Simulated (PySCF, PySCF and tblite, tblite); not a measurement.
# CH₄GeO₂: a path driven as rotation about a bond, and NMR exchange

Aim: the barrier and rate of rotation about a bond in CH₄GeO₂ (`O=C[O][GeH3]`), and what it does to NMR lines.

Programs: PySCF 2.14.0 with density-fitted response routines of our own, and tblite 0.8.0. All values are computed, except where a source is named. Atoms count from 0 throughout.

### 1 The molecule as given

8 atoms, charge 0, multiplicity 1; geometry from: force field or distance geometry start.

Bonds of the start (Å): C1–H4 1.09, C1–O2 1.39, Ge3–H5 1.55, Ge3–H6 1.54, Ge3–H7 1.55, O0–C1 1.25, O2–Ge3 1.83.

### 2 GFN2-xTB relaxation, start minimum

What the job is given:

```
{"job": {"xc": "GFN2-xTB", "basis": "xTB", "kind": "relax"}, "charge": 0, "multiplicity": 1}
O      1.545200     1.228800     0.034600
C      1.614200    -0.020900     0.003700
O      0.484700    -0.827300    -0.008700
Ge    -1.200900    -0.114600    -0.024100
H      2.592000    -0.496500     0.021800
H     -1.411000     0.728000     1.261100
H     -1.380800     0.777700    -1.270600
H     -2.234300    -1.265900    -0.042300
```

The run is started by

```
$ OMP_NUM_THREADS=1 python ens_run.py task.json out
```

This one command runs the whole study; its stages follow in the order run.

What it wrote:

```text
step      E/eV     max force
  0    -387.45586    4.084
  1    -387.61139    4.554
  2    -387.74090    0.853
  3    -387.77127    0.653
  4    -387.82587    0.601
  5    -387.84661    0.668
  6    -387.88782    0.561
  7    -387.90180    0.379
  8    -387.91670    0.400
  9    -387.92550    0.454
 10    -387.93545    0.341
 11    -387.94150    0.238
 12    -387.94551    0.183
 13    -387.94743    0.166
 14    -387.94914    0.190
 15    -387.95167    0.212
 16    -387.95494    0.275
 17    -387.95818    0.241
 18    -387.96048    0.129
 19    -387.96157    0.082
 20    -387.96214    0.077
 21    -387.96277    0.079
 22    -387.96362    0.125
 23    -387.96480    0.137
 24    -387.96595    0.099
 25    -387.96650    0.063
 26    -387.96664    0.029
 27    -387.96668    0.019
 28    -387.96671    0.021
 29    -387.96674    0.019
 30    -387.96676    0.014
 31    -387.96678    0.014
 32    -387.96679    0.010
 33    -387.96680    0.007
 34    -387.96680    0.003
 35    -387.96680    0.001
```

It took 0.11 s on 1 thread of Intel Xeon Platinum 8488C, shared host.

Gain 0.511 eV; displacement 0.18 Å root mean square.

### 3 Relaxed scan, rotation

What the job is given:

```
{"job": {"xc": "GFN2-xTB", "basis": "xTB", "coordinate": [["t", [0, 1, 2, 3], 0.5], ["t", [4, 1, 2, 3], 0.5]], "kind": "drive"}, "charge": 0, "multiplicity": 1}
O      1.252828     1.162668     0.028889
C      1.439586    -0.025283     0.011827
O      0.480213    -0.897828    -0.012421
Ge    -1.153652    -0.029827    -0.015918
H      2.444457    -0.478216     0.015189
H     -1.229091     0.740202     1.257541
H     -1.201883     0.782495    -1.264195
H     -2.023400    -1.244799    -0.045477
```

What it wrote:

```text
point  coordinate     E/eV
  0    -75.600     -387.93126
  1    -61.100     -387.83227
  2    -46.200     -387.69952
  3    -30.800     -387.58467
  4    -15.400     -387.52516
  5     -0.200     -387.48600
  6     15.000     -387.47181
  7     30.100     -387.47613
  8     45.200     -387.49678
  9     60.200     -387.52038
 10     75.100     -387.53848
 11     90.000     -387.54525
```

It took 0.96 s on 1 thread of Intel Xeon Platinum 8488C, shared host.

The highest point is number 6, 10.6 kcal/mol above the first.

### 4 Nudged elastic band, leg 1

The job, as its differences from that of step 3:

```diff
@@ -1,2 +1,2 @@
-{"job": {"xc": "GFN2-xTB", "basis": "xTB", "coordinate": [["t", [0, 1, 2, 3], 0.5], ["t", [4, 1, 2, 3], 0.5]], "kind": "drive"}, "charge": 0, "multiplicity": 1}
+{"job": {"xc": "GFN2-xTB", "basis": "xTB", "kind": "neb"}, "charge": 0, "multiplicity": 1}
 O      1.252828     1.162668     0.028889
```

What it wrote:

```text
image   E - E0 / eV
  0       0.0000
  1       0.0582
  2       0.1638
  3       0.3565
  4       0.4939
  5       0.4578
  6       0.4209
```

Wall time 1.8 s (1 thread of Intel Xeon Platinum 8488C, shared host).

The highest point is number 4, 11.4 kcal/mol above the first.

### 5 Saddle search, leg 1

What the job is given:

```
{"job": {"xc": "GFN2-xTB", "basis": "xTB", "kind": "saddle"}, "charge": 0, "multiplicity": 1}
O      2.227810     0.489858     1.086317
C      1.595623     0.028780     0.190525
O      0.376202    -0.472946     0.312794
Ge    -1.278845    -0.049298    -0.118523
H      2.000696    -0.070735    -0.837280
H     -1.671925     1.123782     0.728898
H     -1.295833     0.283578    -1.586237
H     -1.953728    -1.333019     0.223507
```

What it wrote:

```text
step      E/eV     max force
  0    -387.47295   0.0104
  1    -387.47324   0.1249
  2    -387.47329   0.0234
  3    -387.47335   0.0362
  4    -387.47336   0.0014
lowest wavenumbers (cm-1): -128.5 99.5 132.3 393.2 560.0 593.5
```

Wall time 0.58 s (1 thread of Intel Xeon Platinum 8488C, shared host).

Point group C1; 1 imaginary mode, 128i cm⁻¹, carried by O2, O0, H4, C1. Steps downhill from it reached both ends.

### 6 DFT refinement, start: PBE0-D3(BJ)/def2-SVP

What the job is given:

```
{"job": {"xc": "PBE0", "basis": "def2-SVP", "kind": "refine"}, "charge": 0, "multiplicity": 1}
O      1.252828     1.162668     0.028889
C      1.439586    -0.025283     0.011827
O      0.480213    -0.897828    -0.012421
Ge    -1.153652    -0.029827    -0.015918
H      2.444457    -0.478216     0.015189
H     -1.229091     0.740202     1.257541
H     -1.201883     0.782495    -1.264195
H     -2.023400    -1.244799    -0.045477
```

What it wrote:

```text
step      E/eV     max force
  0    -61691.12456   0.7783
  1    -61691.20928   0.1240
  2    -61691.21152   0.1201
  3    -61691.21177   0.0287
  4    -61691.21179   0.0148
```

It took 18 s on 1 thread of Intel Xeon Platinum 8488C, shared host; peak memory 0.47 GiB.

Gain 0.087 eV; displacement 0.08 Å root mean square.

DFT refinement, saddle of leg 1: PBE0-D3(BJ)/def2-SVP:

What the job is given:

```
{"job": {"xc": "PBE0", "basis": "def2-SVP", "kind": "refine"}, "charge": 0, "multiplicity": 1}
O      2.236989     0.440588     1.111543
C      1.599163     0.031068     0.194830
O      0.377404    -0.468274     0.297783
Ge    -1.280989    -0.051544    -0.125199
H      2.000736    -0.016655    -0.838054
H     -1.658035     1.136706     0.707850
H     -1.322760     0.255837    -1.598405
H     -1.952509    -1.327726     0.249651
```

What it wrote:

```text
step      E/eV     max force
  0    -61690.66569   0.9201
  1    -61690.73949   0.2798
  2    -61690.75952   0.4806
  3    -61690.75185   0.2138
  4    -61690.75456   0.4035
  5    -61690.75375   0.1031
  6    -61690.75543   0.0541
  7    -61690.75640   0.0685
  8    -61690.75645   0.0665
  9    -61690.75659   0.0146
```

Wall time 35 s (1 thread of Intel Xeon Platinum 8488C, shared host); peak memory 0.48 GiB.

Gain 0.091 eV; displacement 0.13 Å root mean square.

**DFT refinement, end: PBE0-D3(BJ)/def2-SVP**

What the job is given:

```
{"job": {"xc": "PBE0", "basis": "def2-SVP", "kind": "refine"}, "charge": 0, "multiplicity": 1}
O      2.573659     0.044749     0.795196
C      1.567784     0.088529     0.163443
O      0.366857    -0.105332     0.680454
Ge    -1.247037    -0.076993    -0.072436
H      1.558211     0.298713    -0.929738
H     -1.946718     1.033894     0.638145
H     -1.050860     0.180232    -1.538967
H     -1.788694    -1.433972     0.230438
```

What it wrote:

```text
step      E/eV     max force
  0    -61690.83831   0.7824
  1    -61690.91358   0.3015
  2    -61690.91649   0.1178
  3    -61690.91680   0.0362
  4    -61690.91685   0.0247
  5    -61690.91685   0.0063
```

Run time: 21 s. Hardware: 1 thread of Intel Xeon Platinum 8488C, shared host; peak memory 0.48 GiB.

The energy fell by 0.079 eV, and the atoms moved 0.07 Å (root mean square).

### 7 Shieldings, start: PBE/pcSseg-1 in tetrahydrofuran

What the job is given:

```
{"job": {"kind": "nmr", "xc": "PBE", "basis": "pcSseg-1", "solvent": "tetrahydrofuran", "pop": false}, "charge": 0, "multiplicity": 1}
O      1.391140     1.193971     0.032120
C      1.504810    -0.004021     0.012959
O      0.495516    -0.851465    -0.012163
Ge    -1.168568    -0.052727    -0.016506
H      2.481652    -0.533388     0.014325
H     -1.324272     0.751805     1.276404
H     -1.297177     0.793804    -1.285370
H     -2.074044    -1.288567    -0.046334
```

What it wrote:

```text
coarse grid: 32848 points
cycle   1  E = -2267.0040263477  dE = -9.031e-02  |g| = 1.470e+00  |ddm| = 2.668e+00
cycle   2  E = -2266.1270120438  dE =  8.770e-01  |g| = 2.570e+00  |ddm| = 2.354e+00
cycle   3  E = -2267.1786587337  dE = -1.052e+00  |g| = 5.957e-01  |ddm| = 1.975e+00
cycle   4  E = -2267.2317325382  dE = -5.307e-02  |g| = 2.412e-01  |ddm| = 3.876e-01
cycle   5  E = -2267.2378779959  dE = -6.145e-03  |g| = 1.478e-01  |ddm| = 2.041e-01
cycle   6  E = -2267.2415752773  dE = -3.697e-03  |g| = 1.923e-02  |ddm| = 8.925e-02
cycle   7  E = -2267.2416417796  dE = -6.650e-05  |g| = 4.769e-03  |ddm| = 2.133e-02
cycle   8  E = -2267.2416470545  dE = -5.275e-06  |g| = 1.016e-03  |ddm| = 3.988e-03
final grid: 68152 points
cycle   9  E = -2267.2416109060  dE =  2.712e-07  |g| = 1.681e-03  |ddm| = 2.266e-03
cycle  10  E = -2267.2416086969  dE =  2.209e-06  |g| = 3.904e-03  |ddm| = 3.394e-03
cycle  11  E = -2267.2416112855  dE = -2.589e-06  |g| = 8.492e-04  |ddm| = 2.447e-03
cycle  12  E = -2267.2416114237  dE = -1.382e-07  |g| = 5.640e-05  |ddm| = 5.452e-04
cycle  13  E = -2267.2416114242  dE = -5.293e-10  |g| = 2.775e-05  |ddm| = 4.648e-05
converged SCF energy = -2267.2416114242

GIAO shielding tensors (ppm)
atom      isotropic    diamagn.    paramagn.     s11        s22        s33       span
  0 O     -100.858     403.623    -504.481   -315.751   -209.714    222.892    538.643
  1 C       13.819     247.904    -234.085    -73.930     41.971     73.417    147.347
  2 O      101.607     403.051    -301.444    -56.440    166.712    194.550    250.989
  3 Ge    1372.794    2756.664   -1383.870   1269.113   1294.040   1555.229    286.116
  4 H       22.981      26.445      -3.464     18.570     22.583     27.789      9.220
  5 H       25.755      28.391      -2.636     19.694     21.619     35.951     16.257
  6 H       25.756      28.386      -2.631     19.695     21.618     35.953     16.258
  7 H       26.266      27.997      -1.731     20.332     21.969     36.498     16.166
```

Wall time 5.1 s (1 thread of Intel Xeon Platinum 8488C, shared host); peak memory 0.55 GiB.

This run: HOMO -6.76 eV, LUMO -1.11 eV; dipole 2.04 D.

### 8 Shieldings, saddle of leg 1: PBE/pcSseg-1 in tetrahydrofuran

What the job is given:

```
{"job": {"kind": "nmr", "xc": "PBE", "basis": "pcSseg-1", "solvent": "tetrahydrofuran", "pop": false}, "charge": 0, "multiplicity": 1}
O      2.130688     0.621569     1.061122
C      1.578950     0.033834     0.182064
O      0.430250    -0.636768     0.318309
Ge    -1.234897    -0.082138    -0.101818
H      2.000019    -0.049139    -0.849250
H     -1.566202     1.126435     0.784238
H     -1.238880     0.292172    -1.594326
H     -2.099929    -1.305965     0.199660
```

What it wrote:

```text
coarse grid: 32848 points
cycle   1  E = -2266.9749636089  dE = -7.206e-02  |g| = 1.495e+00  |ddm| = 2.675e+00
cycle   2  E = -2265.9068973817  dE =  1.068e+00  |g| = 2.739e+00  |ddm| = 2.594e+00
cycle   3  E = -2267.1601838427  dE = -1.253e+00  |g| = 6.072e-01  |ddm| = 2.242e+00
cycle   4  E = -2267.2162520458  dE = -5.607e-02  |g| = 2.389e-01  |ddm| = 3.994e-01
cycle   5  E = -2267.2213506717  dE = -5.099e-03  |g| = 1.589e-01  |ddm| = 2.187e-01
cycle   6  E = -2267.2256769227  dE = -4.326e-03  |g| = 2.263e-02  |ddm| = 1.029e-01
cycle   7  E = -2267.2257677687  dE = -9.085e-05  |g| = 5.565e-03  |ddm| = 2.457e-02
cycle   8  E = -2267.2257745993  dE = -6.831e-06  |g| = 1.178e-03  |ddm| = 4.260e-03
final grid: 68152 points
cycle   9  E = -2267.2257447491  dE =  3.086e-07  |g| = 1.855e-03  |ddm| = 2.489e-03
cycle  10  E = -2267.2257426665  dE =  2.083e-06  |g| = 3.908e-03  |ddm| = 3.672e-03
cycle  11  E = -2267.2257452147  dE = -2.548e-06  |g| = 9.241e-04  |ddm| = 2.558e-03
cycle  12  E = -2267.2257453825  dE = -1.678e-07  |g| = 8.803e-05  |ddm| = 6.043e-04
cycle  13  E = -2267.2257453838  dE = -1.359e-09  |g| = 2.933e-05  |ddm| = 6.239e-05
cycle  14  E = -2267.2257453839  dE = -1.364e-10  |g| = 1.384e-06  |ddm| = 1.940e-05
converged SCF energy = -2267.2257453839

GIAO shielding tensors (ppm)
atom      isotropic    diamagn.    paramagn.     s11        s22        s33       span
  0 O     -151.697     400.332    -552.029   -447.037   -257.114    249.059    696.096
  1 C       13.786     247.491    -233.705    -80.719     55.848     66.227    146.946
  2 O      145.769     406.059    -260.290      3.399    152.150    281.758    278.360
  3 Ge    1351.900    2756.039   -1404.139   1222.214   1279.913   1553.572    331.358
  4 H       22.721      27.482      -4.761     18.170     22.883     27.111      8.941
  5 H       25.674      28.080      -2.406     19.303     21.915     35.804     16.501
  6 H       25.534      27.940      -2.405     19.399     21.658     35.546     16.147
  7 H       25.794      27.587      -1.792     19.967     21.607     35.809     15.842
```

Run time: 7.6 s. Hardware: 1 thread of Intel Xeon Platinum 8488C, shared host; peak memory 0.48 GiB.

In short: HOMO -6.64 eV, LUMO -1.51 eV; dipole 4.21 D.

Orbitals, density, ELF and potential are computed afterwards from the orbital file.

Frontier orbitals at PBE/pcSseg-1, with the share of their density that lies nearest to each atom:

```
orbital  energy (eV)                    lies on
   HOMO        -6.64  O0 72 %; H4 11 %; O2 10 %
   LUMO        -1.51  C1 38 %; O0 27 %; Ge3 9 %
```

ELF in a plane through or near 4 of the atoms.

Values, 10 rows by 14 columns:
```
0.00 0.00 0.00 0.00 0.00 0.00 0.00 0.00 0.00 0.00 0.00 0.00 0.00 0.00
0.00 0.00 0.00 0.00 0.01 0.00 0.00 0.00 0.02 0.01 0.00 0.00 0.00 0.00
0.00 0.00 0.05 0.35 0.52 0.20 0.00 0.04 0.61 0.62 0.11 0.00 0.00 0.00
0.00 0.02 0.54 0.88 0.89 0.36 0.03 0.07 0.78 0.83 0.27 0.02 0.00 0.00
0.00 0.06 0.69 0.86 0.69 0.45 0.33 0.28 0.21 0.19 0.30 0.06 0.00 0.00
0.00 0.00 0.08 0.15 0.47 0.36 0.53 0.34 0.67 0.50 0.33 0.09 0.01 0.00
0.00 0.00 0.01 0.79 1.00 0.81 0.10 0.17 0.51 0.60 0.28 0.04 0.00 0.00
0.00 0.00 0.01 0.86 1.00 0.67 0.00 0.06 0.88 0.90 0.26 0.01 0.00 0.00
0.00 0.00 0.00 0.00 0.01 0.00 0.00 0.01 0.17 0.15 0.01 0.00 0.00 0.00
0.00 0.00 0.00 0.00 0.00 0.00 0.00 0.00 0.00 0.00 0.00 0.00 0.00 0.00
```
The map spans 9.7 Å across and 7.8 Å up, centred on the molecule. Atoms in the plane (x, y in Å): O0 (-2.3, 0.9), C1 (-1.6, 0.0), Ge3 (1.2, 0.0), H4 (-1.9, -1.1).

On the surface of density 0.002 e/bohr³ the electrostatic potential runs, from the 1st to the 99th percentile, from -1.89 V near O0 to 2.09 V near Ge3.

### 9 Shieldings, end: PBE/pcSseg-1 in tetrahydrofuran

What the job is given:

```
{"job": {"kind": "nmr", "xc": "PBE", "basis": "pcSseg-1", "solvent": "tetrahydrofuran", "pop": false}, "charge": 0, "multiplicity": 1}
O      2.616410     0.061724     0.730099
C      1.566582     0.087445     0.166576
O      0.398636    -0.118001     0.775344
Ge    -1.217271    -0.078571    -0.049042
H      1.469244     0.287246    -0.930797
H     -2.001413     1.055281     0.617911
H     -0.956533     0.188970    -1.541088
H     -1.842455    -1.454274     0.197533
```

What it wrote:

```text
coarse grid: 32848 points
cycle   1  E = -2266.9857718222  dE = -7.807e-02  |g| = 1.488e+00  |ddm| = 2.676e+00
cycle   2  E = -2265.7930153970  dE =  1.193e+00  |g| = 2.821e+00  |ddm| = 2.720e+00
cycle   3  E = -2267.1543526665  dE = -1.361e+00  |g| = 6.659e-01  |ddm| = 2.400e+00
cycle   4  E = -2267.2214140648  dE = -6.706e-02  |g| = 2.732e-01  |ddm| = 4.585e-01
cycle   5  E = -2267.2286156743  dE = -7.202e-03  |g| = 1.806e-01  |ddm| = 2.520e-01
cycle   6  E = -2267.2341859719  dE = -5.570e-03  |g| = 2.551e-02  |ddm| = 1.139e-01
cycle   7  E = -2267.2343027887  dE = -1.168e-04  |g| = 7.120e-03  |ddm| = 2.794e-02
cycle   8  E = -2267.2343137107  dE = -1.092e-05  |g| = 1.465e-03  |ddm| = 5.255e-03
cycle   9  E = -2267.2343141902  dE = -4.795e-07  |g| = 1.858e-04  |ddm| = 1.608e-03
final grid: 68152 points
cycle  10  E = -2267.2343026323  dE = -1.430e-08  |g| = 3.088e-04  |ddm| = 9.962e-04
cycle  11  E = -2267.2343025666  dE =  6.572e-08  |g| = 6.953e-04  |ddm| = 6.510e-04
cycle  12  E = -2267.2343026472  dE = -8.059e-08  |g| = 1.350e-04  |ddm| = 4.229e-04
cycle  13  E = -2267.2343026501  dE = -2.917e-09  |g| = 2.767e-05  |ddm| = 9.002e-05
cycle  14  E = -2267.2343026502  dE = -1.455e-10  |g| = 1.141e-05  |ddm| = 2.861e-05
converged SCF energy = -2267.2343026502

GIAO shielding tensors (ppm)
atom      isotropic    diamagn.    paramagn.     s11        s22        s33       span
  0 O     -105.328     399.082    -504.410   -364.221   -189.200    237.437    601.658
  1 C       18.203     248.402    -230.199    -70.244     58.121     66.733    136.977
  2 O      110.268     405.004    -294.735   -127.956    222.172    236.589    364.545
  3 Ge    1345.680    2755.977   -1410.297   1209.559   1274.115   1553.365    343.807
  4 H       23.105      28.550      -5.445     18.433     24.779     26.102      7.669
  5 H       25.858      27.546      -1.688     19.615     21.635     36.324     16.709
  6 H       25.649      28.009      -2.360     20.157     21.795     34.995     14.838
  7 H       25.858      27.539      -1.681     19.623     21.645     36.307     16.683
```

Run time: 5.1 s. Hardware: 1 thread of Intel Xeon Platinum 8488C, shared host; peak memory 0.55 GiB.

Key values: HOMO -6.63 eV, LUMO -0.99 eV; dipole 5.32 D.

### 10 Barriers, rates and exchange

What the job is given:

```
{"job": {"smiles": "O=C[O][GeH3]", "charge": 0, "mult": 1, "motion": "rotation", "what": "ester", "atoms": [1, 2], "drives": [{"terms": [["t", [0, 1, 2, 3], 0.5], ["t", [4, 1, 2, 3], 0.5]], "by": 180, "n": 12}], "study": "path", "level": {"kind": "nmr", "xc": "PBE", "basis": "pcSseg-1", "solvent": "tetrahydrofuran"}, "fields": [250, 500, 900], "first": 5, "seed": 264, "refine": {"xc": "PBE0", "basis": "def2-SVP"}, "kind": "path"}, "charge": 0, "multiplicity": 1}
O      1.252828     1.162668     0.028889
C      1.439586    -0.025283     0.011827
O      0.480213    -0.897828    -0.012421
Ge    -1.153652    -0.029827    -0.015918
H      2.444457    -0.478216     0.015189
H     -1.229091     0.740202     1.257541
H     -1.201883     0.782495    -1.264195
H     -2.023400    -1.244799    -0.045477
```

What it wrote:

```text
stationary points (kcal/mol above the start)
  n  kind          group   xTB      DFT    lowest mode
  0  minimum      Cs       0.00     0.00     164.1
  1  saddle       C1      11.38    10.10    -128.5
  2  minimum      Cs       9.71     4.71      72.2

GFN2-xTB energies: T/K, barrier G, reaction G (kcal/mol), k forward, k back (1/s)
 150.00    10.18     8.63    0.00929   3.53e+10
 200.00    10.15     8.53       67.9   1.41e+11
 250.00    10.14     8.42   1.43e+04   3.29e+11
 298.15    10.14     8.32   4.55e+05   5.74e+11
 350.00    10.17     8.22   6.53e+06   8.85e+11
 400.00    10.21     8.12   4.43e+07   1.21e+12
 500.00    10.32     7.94   6.44e+08   1.91e+12

PBE0-D3(BJ)/def2-SVP energies: T/K, barrier G, reaction G (kcal/mol), k forward, k back (1/s)
 150.00     9.30     5.73      0.179      4e+07
 200.00     9.27     5.62        624   8.72e+08
 250.00     9.26     5.52   8.44e+04   5.62e+09
 298.15     9.26     5.42   2.02e+06   1.89e+10
 350.00     9.29     5.31   2.32e+07   4.83e+10
 400.00     9.32     5.22   1.34e+08   9.53e+10
 500.00     9.44     5.04   1.56e+09   2.49e+11

PBE/pcSseg-1 + D3(BJ), IEF-PCM tetrahydrofuran energies: T/K, barrier G, reaction G (kcal/mol), k forward, k back (1/s)
 150.00     8.90     3.64      0.677   1.37e+05
 200.00     8.87     3.54   1.69e+03   1.23e+07
 250.00     8.86     3.43   1.87e+05   1.86e+08
 298.15     8.87     3.33   3.94e+06   1.09e+09
 350.00     8.89     3.23    4.1e+07   4.24e+09
 400.00     8.93     3.13   2.21e+08   1.13e+10
 500.00     9.04     2.95   2.33e+09   4.54e+10
```

Wall time 96 s (1 thread of Intel Xeon Platinum 8488C, shared host); peak memory 0.55 GiB. This counts the whole study up to here.

Barriers by level (kcal/mol; entropies in cal/(mol K)). Zero-point and thermal terms come from xTB in every row. ΔG‡ leaves symmetry out; the rate counts equivalent paths (a factor of 2); effective ΔG‡, where given, is the barrier that would give that rate by Eyring's equation alone:

```
                                         level    ΔE‡  with zero-point    ΔH‡  ΔS‡  ΔG‡ (298 K)  ΔE of reaction  k at 298 K (1/s)  effective ΔG‡
                                      GFN2-xTB  11.38            10.30  10.22  0.3        10.14            9.71           4.6e+05           9.73
                          PBE0-D3(BJ)/def2-SVP  10.50             9.42   9.34  0.3         9.26            6.80             2e+06           8.85
PBE/pcSseg-1 + D3(BJ), IEF-PCM tetrahydrofuran  10.10             9.03   8.95  0.3         8.87            4.71           3.9e+06           8.46
```

Sites that the driver pairs across this motion, and where their lines would merge (no couplings; faster rotations or exchange between molecules can average them sooner):

```
nucleus                      sites: shielding (ppm)  proton frequency (MHz)  spread (Hz)  coalescence (K)  lines at 298 K
    ¹⁷O                  O2: 101.6; O2 (end): 110.3                     900         1057        not given               –
    ¹³C                    C1: 13.8; C1 (end): 18.2                     900          992        not given               –
    ¹⁷O                O0: -100.9; O0 (end): -105.3                     900          546        not given               –
     ¹H  H5, H6, H7: 25.93; H5, H6, H7 (end): 25.79                     900          124        not given               –
     ¹H                  H4: 22.98; H4 (end): 23.11                     900          112        not given               –
```

A dash: the driver gave no coalescence for this row (it judged the minor form too scarce).

Rows that set an atom against itself at the end compare its shielding in the two forms.

Lines of quadrupolar nuclei are broad, so their coalescence could hardly be seen.

### 11 Outcome

| quantity | value |
| --- | --- |
| barrier (PBE/pcSseg-1 + D3(BJ), IEF-PCM tetrahydrofuran) | ΔE‡ 10.1, ΔG‡(298 K) 8.9 kcal/mol |
| barrier (GFN2-xTB) | ΔE‡ 11.4 kcal/mol |
| rate at 298 K | 3.9e+06 s⁻¹ |
| end of the path | 4.7 kcal/mol from the start |

What this shows: DFT puts the top 10.1 kcal/mol above the start (xTB: 11.4); the rate from the DFT barrier is 3.9e+06 s⁻¹ at 298 K. An error of 1.4 kcal/mol changes that rate tenfold.
